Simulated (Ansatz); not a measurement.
# BCl3H4Si: the cost of one run

Program: Ansatz 0.2.0. Level of theory: RHF/def2-mTZVP. These are calculated values, not measurements.

**1. Starting point**

Bond lengths: B1–Cl2 2.210 Å, B1–Cl3 1.860 Å, B1–Cl4 1.860 Å, B1–Si5 2.250 Å, Si5–H6 1.460 Å, Si5–H7 1.460 Å, Si5–H8 1.460 Å, Cl2–H9 1.339 Å, Si5–H9 1.421 Å. Angles (14 of 18 angles, heavy atoms first): Cl2–B1–Cl3 120.0°, Cl2–B1–Cl4 120.0°, Cl2–B1–Si5 71.6°, Cl3–B1–Cl4 120.0°, Cl3–B1–Si5 97.0°, Cl4–B1–Si5 101.2°, B1–Cl2–H9 74.5°, B1–Si5–H6 109.5°, B1–Si5–H7 109.5°, B1–Si5–H8 109.5°, B1–Si5–H9 71.9°, Cl2–H9–Si5 141.9°, H6–Si5–H7 109.4°, H6–Si5–H8 109.4°.

Structure file:

```xyz
9

B     0.0000    0.0000    0.0000
Cl    0.0000    0.0000    2.2100
Cl    1.6108    0.0000   -0.9300
Cl   -1.6108    0.0000   -0.9300
Si    0.0940   -2.1331    0.7095
H    -0.6959   -2.9783   -0.1812
H     1.4817   -2.5871    0.7061
H    -0.4425   -2.2202    2.0645
H     0.0569   -1.2896    1.8528
```

**2. A restrained relaxation towards end A**

Springs on the bonds that form and break draw the guess towards this end; the thresholds are loose.

The input, input.yaml:

```yaml
crystal:
  periodic: [false, false, false]
  atoms:
    - { symbol: B, position_ang: [0.0, 0.0, 0.0] }
    - { symbol: Cl, position_ang: [0.0, 0.0, 2.21] }
    - { symbol: Cl, position_ang: [1.6108, 0.0, -0.93] }
    - { symbol: Cl, position_ang: [-1.6108, 0.0, -0.93] }
    - { symbol: Si, position_ang: [0.094, -2.1331, 0.7095] }
    - { symbol: H, position_ang: [-0.6959, -2.9783, -0.1812] }
    - { symbol: H, position_ang: [1.4817, -2.5871, 0.7061] }
    - { symbol: H, position_ang: [-0.4425, -2.2202, 2.0645] }
    - { symbol: H, position_ang: [0.0569, -1.2896, 1.8528] }
basis:
  gaussian: { orbitals: def2-mTZVP }
hamiltonian:
  xc: hf
relax:
  f_tol: 0.15
  max_steps: 25
  restrain:
    - { distance: [0, 4], at: 3.15, k: 30.0 }
    - { distance: [8, 1], at: 2.57, k: 30.0 }
    - { distance: [0, 1], at: 1.86, k: 30.0 }
    - { distance: [8, 4], at: 1.46, k: 30.0 }
```

The run is started by

```
> ansatz run input.yaml --threads 4 --pin off --max-ram 5120MiB --backend cpu --events-out ev --progress --plain --runs-dir out
```

What time and memory should one allow on 4 threads of Arm Neoverse V1, shared host?

About 14 s, with a peak of 0.28 GiB.
